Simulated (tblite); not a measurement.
# O24Zn24 ((3,3) ZnO nanotube piece): the cost of one run

Computed with tblite 0.8.0 and PySCF 2.14.0 and routines of our own; the level stands in each step. Atoms count from 0.

## 1. The starting structure

48 atoms, charge 0, multiplicity 1; geometry from: force field, distance geometry or constructed start.

## 2. Optimising the geometry with GFN2-xTB

Job settings and geometry (Å):

```
{"job": {"kind": "relax", "xc": "GFN2-xTB", "basis": "xTB"}, "charge": 0, "multiplicity": 1}
Zn     1.367700     2.358600    -5.769200
O     -0.476500     2.686800    -5.774500
O     -2.556000     0.929900    -4.118700
Zn    -2.726300     0.004400    -5.773800
O     -2.088900    -1.753200    -5.764200
O      0.470000    -2.684700    -4.122300
Zn     1.362900    -2.358700    -5.770900
O      2.564600    -0.929500    -5.766100
Zn     2.728300    -0.002100    -4.120100
O      2.085100     1.751200    -4.118100
Zn     1.360700     2.359200    -2.473900
O     -0.475800     2.682200    -2.471800
Zn    -1.366200     2.361100    -4.114700
O     -2.559000     0.931600    -0.826600
Zn    -2.727800     0.005100    -2.471600
O     -2.089800    -1.751400    -2.465500
Zn    -1.362400    -2.358500    -4.118800
O      0.472200    -2.687600    -0.824900
Zn     1.362200    -2.358600    -2.469300
O      2.564000    -0.931300    -2.469100
Zn     2.723300     0.003800    -0.822400
O      2.087000     1.753500    -0.824100
Zn     1.366200     2.365000     0.830500
O     -0.477500     2.679900     0.822400
Zn    -1.362300     2.363000    -0.823000
O     -2.567300     0.931300     2.474300
Zn    -2.724900     0.002300     0.823200
O     -2.088500    -1.751400     0.825100
Zn    -1.362200    -2.360000    -0.825900
O      0.474400    -2.683800     2.475200
Zn     1.366400    -2.359800     0.822800
O      2.559300    -0.930900     0.824100
Zn     2.724600     0.000100     2.469900
O      2.090000     1.750700     2.475500
Zn     1.364000     2.362200     4.116400
O     -0.472800     2.686400     4.116800
Zn    -1.363600     2.360500     2.467700
O     -2.560300     0.934700     5.765000
Zn    -2.724500    -0.003900     4.119600
O     -2.092700    -1.748600     4.120900
Zn    -1.362900    -2.362700     2.475600
O      0.479200    -2.689800     5.771300
Zn     1.367700    -2.359400     4.116100
O      2.563800    -0.932700     4.117900
Zn     2.721900     0.001700     5.770000
O      2.086000     1.753600     5.764200
Zn    -1.360400     2.360500     5.767000
Zn    -1.363100    -2.357800     5.769900
```

On the command line:

```bash
OMP_NUM_THREADS=8 python large_run.py task.json out
```

The driver reads the jobs from task.json and runs them one after another.

Q: Estimate the wall time and peak memory of this first job on 8 threads of Arm Neoverse V1, shared host.

About 4 s, with a peak of 0.16 GiB.
